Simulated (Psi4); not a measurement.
# AlGeH4Cl (SMILES [Cl][AlH][GeH3]) at 5 levels

We compute a comparison of 5 runs (HF/3-21G, DSD-PBEP86/def2-SVP, HSE06/def2-SVP, wB97X-V/def2-SVP, MP3/def2-SVP) of AlGeH4Cl. 

Program for the calculation: Psi4 1.11.

### Step 1. The structure to begin with

AlGeH4Cl: 7 atoms, total charge 0, spin state singlet. As SMILES, `[Cl][AlH][GeH3]`. One bond was lengthened or shortened from a relaxed shape.

Bond lengths: Cl1–Al2 2.102 Å, Al2–Ge3 2.838 Å, Al2–H4 1.580 Å, Ge3–H5 1.540 Å, Ge3–H6 1.540 Å, Ge3–H7 1.540 Å. Angles: Cl1–Al2–Ge3 116.8°, Cl1–Al2–H4 116.5°, Ge3–Al2–H4 126.7°, Al2–Ge3–H5 111.0°, Al2–Ge3–H6 111.0°, Al2–Ge3–H7 112.3°, H5–Ge3–H6 107.2°, H5–Ge3–H7 107.6°, H6–Ge3–H7 107.6°.

### Step 2. Energy and gradient at HF/3-21G (run 1)

The input, alclgeh4.dat:

```
memory 2200 mb

molecule system {
  Cl    -2.638288    -1.868407    -0.091227
  Al    -0.564388    -1.655907     0.180173
  Ge     0.501100     0.959800    -0.093300
  H      0.240512    -2.973207     0.515673
  H      0.225700     1.522500    -1.499900
  H     -0.144000     1.926400     0.916800
  H      2.023700     0.997300     0.133100
  units angstrom
  symmetry c1
  no_reorient
  no_com
}

set basis 3-21G
set puream true
set e_convergence 1e-09
set d_convergence 1e-08
set scf_type pk

E, wfn = gradient("scf", return_wfn=True)
oeprop(wfn, "QUADRUPOLE", "WIBERG_LOWDIN_INDICES", "DIPOLE", title="SCF")
```

The run is started by

```bash
$ psi4 -n 1 alclgeh4.dat alclgeh4.out
```

alclgeh4.out:

```text
[...]
  Running in c1 symmetry.
[...]
  Nuclear repulsion =  257.866592709693634
[...]
  Multiplicity = 1
[...]
  Nalpha       = 33
  Nbeta        = 33
[...]
    Number of basis functions: 56
[...]
   @RHF iter   1: -2764.97433238373969   -4.06773e+00   1.53619e-02 DIIS/ADIIS
[...]
   @RHF iter  10: -2765.57537564798804   -4.09273e-12   2.70649e-09 DIIS
[...]
    Orbital Energies [Eh]
    ---------------------
    Doubly Occupied:
       1A   -402.686170     2A   -104.091863     3A    -58.127986
       4A    -51.914162     5A    -45.925560     6A    -45.925289
       7A    -45.925284     8A    -10.486408     9A     -7.949475
      10A     -7.946344    11A     -7.945995    12A     -7.143104
      13A     -5.097198    14A     -5.097130    15A     -5.096821
      16A     -4.935937    17A     -3.239680    18A     -3.238615
      19A     -3.237262    20A     -1.545174    21A     -1.545138
      22A     -1.543974    23A     -1.543496    24A     -1.543491
      25A     -1.087597    26A     -0.723411    27A     -0.581030
      28A     -0.493496    29A     -0.473787    30A     -0.470675
      31A     -0.468390    32A     -0.465323    33A     -0.357852
[...]
  @RHF Final Energy: -2765.57537564798804
   => Energetics <=
    Nuclear Repulsion Energy =            257.8665927096936343
    One-Electron Energy =               -4369.1777050123964727
    Two-Electron Energy =                1345.7357366547150832
    Total Energy =                      -2765.5753756479880394
[...]
  -Total Gradient:
     Atom            X                  Y                   Z
    ------   -----------------  -----------------  -----------------
       1        0.035518792055     0.004117572215     0.004568247930
       2       -0.046945739674    -0.035536660644    -0.001083014156
       3        0.008599937825     0.018439008029    -0.001740415031
       4       -0.000843653631     0.001697602339    -0.000405999357
       5        0.001372683265     0.003613259728     0.000678135919
       6        0.001686446150     0.003271463803    -0.001371098425
       7        0.000611534082     0.004397754633    -0.000645856900
[...]
 Multipole Moments:
 ------------------------------------------------------------------------------------
     Multipole            Electronic (a.u.)      Nuclear  (a.u.)        Total (a.u.)
 ------------------------------------------------------------------------------------
 L = 1.  Multiply by 2.5417464519 to convert [e a0] to [Debye]
 Dipole X            :         64.8555650          -63.8856461            0.9699190
 Dipole Y            :         39.8673246          -39.8791115           -0.0117869
 Dipole Z            :          4.1679359           -4.0223520            0.1455839
 Magnitude           :                                                    0.9808549
 L = 2.  Multiply by 1.3450342976 to convert [e a0^2] to [Debye ang]
 Quadrupole XX       :       -525.7496779          481.1318614          -44.6178165
 Quadrupole XY       :       -406.5467074          402.4916680           -4.0550394
[...]
```

It took 3.6 s on 1 thread of Intel Xeon Platinum 8259CL at 2.50GHz (Skylake/Cascade Lake), shared host; peak memory 0.21 GiB.

### Step 3. The energy at DSD-PBEP86/def2-SVP (density fitting for correlation) (run 2)

The input, alclgeh4.py:

```python
import psi4

psi4.set_memory(2200000000)
psi4.set_num_threads(1)
psi4.set_output_file('run.log', False)

geom = psi4.geometry("""
0 1
Cl    -2.638288    -1.868407    -0.091227
Al    -0.564388    -1.655907     0.180173
Ge     0.501100     0.959800    -0.093300
H      0.240512    -2.973207     0.515673
H      0.225700     1.522500    -1.499900
H     -0.144000     1.926400     0.916800
H      2.023700     0.997300     0.133100
units angstrom
symmetry c1
""")

psi4.set_options({
    'basis': 'def2-SVP',
    'reference': 'rks',
    'puream': True,
    'e_convergence': 1e-09,
    'd_convergence': 1e-08,
    'scf_type': 'pk',
    'dft_radial_points': 99,
    'dft_spherical_points': 590,
    'num_frozen_docc': 19,
})

E = psi4.energy('dsd-pbep86')
print(f'total energy {E:.8f} hartree = {E * 27.211386:.5f} eV')
```

The run is started by

```bash
$ python alclgeh4.py
```

run.log:

```text
[...]
  Running in c1 symmetry.
[...]
  Nuclear repulsion =  257.866592709693634
[...]
  Multiplicity = 1
[...]
  Nalpha       = 33
  Nbeta        = 33
[...]
    Number of basis functions: 88
[...]
   @RKS iter   1: -2778.53964892260319   -2.86080e+00   2.54961e-02 DIIS/ADIIS
[...]
   @RKS iter  11: -2779.91481806684305   -1.36424e-12   1.84202e-09 DIIS
[...]
    Orbital Energies [Eh]
    ---------------------
    Doubly Occupied:
       1A   -402.926854     2A   -103.631431     3A    -57.658973
       4A    -51.300405     5A    -45.545476     6A    -45.544925
       7A    -45.544907     8A    -10.168838     9A     -7.739600
      10A     -7.737198    11A     -7.736694    12A     -6.848337
      13A     -4.892306    14A     -4.891949    15A     -4.891883
      16A     -4.682283    17A     -3.081206    18A     -3.078087
      19A     -3.075672    20A     -1.485676    21A     -1.485671
      22A     -1.483953    23A     -1.482484    24A     -1.482455
      25A     -0.989079    26A     -0.662677    27A     -0.529140
      28A     -0.448115    29A     -0.429935    30A     -0.426387
      31A     -0.425322    32A     -0.422937    33A     -0.324862
[...]
  @RKS Final Energy: -2779.91481806684305
   => Energetics <=
    Nuclear Repulsion Energy =            257.8665927096936343
    One-Electron Energy =               -4384.0170134605277781
    Two-Electron Energy =                1382.3550968870433735
    DFT Exchange-Correlation Energy =     -36.1194942030522128
    Empirical Dispersion Energy =           0.0000000000000000
    VV10 Nonlocal Energy =                  0.0000000000000000
    Total Energy =                      -2779.9148180668430541
[...]
 Multipole Moments:
 ------------------------------------------------------------------------------------
     Multipole            Electronic (a.u.)      Nuclear  (a.u.)        Total (a.u.)
 ------------------------------------------------------------------------------------
 L = 1.  Multiply by 2.5417464519 to convert [e a0] to [Debye]
 Dipole X            :          3.6244077           -3.1932353            0.4311725
 Dipole Y            :          6.2553715           -6.3761359           -0.1207643
 Dipole Z            :         -0.4932548            0.5772143            0.0839594
 Magnitude           :                                                    0.4555688
[...]
```

Standard output:

```text
total energy -2780.14095229 hartree = -75651.48859 eV
```

Run time: 13 s. Hardware: 1 thread of Intel Xeon Platinum 8259CL at 2.50GHz (Skylake/Cascade Lake), shared host; peak memory 1 GiB.

Runs 3 to 4 aren't shown in full; the table further down has their settings and results.

### Step 4. The energy at MP3/def2-SVP (run 5)

The input, alclgeh4.dat:

```
memory 2.2 GB

molecule system {
  0 1
  Cl    -4.98564176    -3.53077752    -0.17239405
  Al    -1.06653875    -3.12921072     0.34047763
  Ge     0.94694176     1.81375913    -0.17631145
  H      0.45450181    -5.61854694     0.97448074
  H      0.42651119     2.87710802    -2.83440021
  H     -0.27212056     3.64036841     1.73250091
  H      3.82423876     1.88462386     0.25152255
  units au
  symmetry c1
}

set globals {
  basis           def2-SVP
  puream          true
  e_convergence   1e-09
  d_convergence   1e-08
  scf_type        pk
  num_frozen_docc 19
  mp_type         conv
}

energy_value, wavefunction = energy("mp3", return_wfn=True)
```

The run is started by

```bash
$ psi4 -n 1 alclgeh4.dat alclgeh4.out
```

alclgeh4.out:

```text
[...]
  Running in c1 symmetry.
[...]
  Nuclear repulsion =  257.866592836434904
[...]
  Multiplicity = 1
[...]
  Nalpha       = 33
  Nbeta        = 33
[...]
    Number of basis functions: 88
[...]
   @RHF iter   1: -2777.40223831835783   -3.31464e+00   2.43547e-02 ADIIS/DIIS
[...]
   @RHF iter  11: -2778.68152082010511   -4.54747e-12   4.37718e-09 DIIS
[...]
    Orbital Energies [Eh]
    ---------------------
    Doubly Occupied:
       1A   -405.197283     2A   -104.780259     3A    -58.512833
       4A    -52.124649     5A    -46.226116     6A    -46.225550
       7A    -46.225531     8A    -10.544226     9A     -8.018415
      10A     -8.016615    11A     -8.016367    12A     -7.180047
      13A     -5.157873    14A     -5.157759    15A     -5.157692
      16A     -4.942999    17A     -3.261666    18A     -3.259833
      19A     -3.257672    20A     -1.631476    21A     -1.631459
      22A     -1.629578    23A     -1.627858    24A     -1.627823
      25A     -1.075446    26A     -0.716276    27A     -0.573324
      28A     -0.490348    29A     -0.471038    30A     -0.467294
      31A     -0.466413    32A     -0.464020    33A     -0.352855
[...]
  @RHF Final Energy: -2778.68152082010511
   => Energetics <=
    Nuclear Repulsion Energy =            257.8665928364349043
    One-Electron Energy =               -4384.1190341765250196
    Two-Electron Energy =                1347.5709205199848384
    Total Energy =                      -2778.6815208201051064
[...]
 Multipole Moments:
 ------------------------------------------------------------------------------------
     Multipole            Electronic (a.u.)      Nuclear  (a.u.)        Total (a.u.)
 ------------------------------------------------------------------------------------
 L = 1.  Multiply by 2.5417464519 to convert [e a0] to [Debye]
 Dipole X            :          3.6495007           -3.1932353            0.4562654
 Dipole Y            :          6.2521467           -6.3761359           -0.1239892
 Dipole Z            :         -0.4889640            0.5772143            0.0882503
 Magnitude           :                                                    0.4809777
[...]
	SCS-MP2 Total Energy (a.u.)        : -2779.09993995436116
	SOS-MP2 Total Energy (a.u.)        : -2779.09534891950034
[...]
	SOS-PI-MP2 Total Energy (a.u.)     : -2779.12718185022277
[...]
	MP2 Total Energy (a.u.)            : -2779.10912202408372
[...]
	SCS-MP3 Total Energy (a.u.)        : -2779.10576168030229
[...]
	MP3 Total Energy (a.u.)            : -2779.13240892784825
[...]
```

Run time: 9 s. Hardware: 1 thread of Intel Xeon Platinum 8259CL at 2.50GHz (Skylake/Cascade Lake), shared host; peak memory 0.52 GiB.

### Step 5. Overview of the runs

| run | level | task | frozen core orbitals | energy (Eh) | dipole moment (D) | HOMO energy (eV) | LUMO energy (eV) | wall time |
| --- | --- | --- | --- | --- | --- | --- | --- | --- |
| 1 | HF/3-21G | gradient | 0 | -2765.575376 | 2.49 | -9.74 | 0.48 | 3.6 s |
| 2 | DSD-PBEP86/def2-SVP (density fitting for correlation) | energy | 19 | -2780.140952 | – | -8.84 | -0.23 | 13 s |
| 3 | HSE06/def2-SVP | energy | 0 | -2781.093435 | 1.01 | -6.94 | -2.25 | 49 s |
| 4 | wB97X-V/def2-SVP | energy | 0 | -2781.297467 | 1.08 | -9.45 | 0.05 | 2.2 min |
| 5 | MP3/def2-SVP | energy | 19 | -2779.132409 | – | -9.60 | 0.89 | 9 s |

### Step 6. Results

```
                                           quantity           value
                                run 5: total energy  -2779.13241 Eh
         run 5: HOMO energy (Hartree–Fock orbitals)        -9.60 eV
         run 5: LUMO energy (Hartree–Fock orbitals)         0.89 eV
       run 5: HOMO–LUMO gap (Hartree–Fock orbitals)        10.49 eV
run 5: correlation energy (19 core orbitals frozen)      -450.9 mEh
```

In words: Over runs 1, 3, 4 the dipole moment (its size) runs from 1.01 D (HSE06/def2-SVP) to 2.49 D (HF/3-21G). The two ends differ in method and basis. Over runs 1, 2, 3, 4 the HOMO–LUMO gap runs from 4.69 eV (HSE06/def2-SVP) to 10.22 eV (HF/3-21G). Totals of different functionals can't be ranked against each other. All runs together took 3.4 min, the longest 2.2 min.
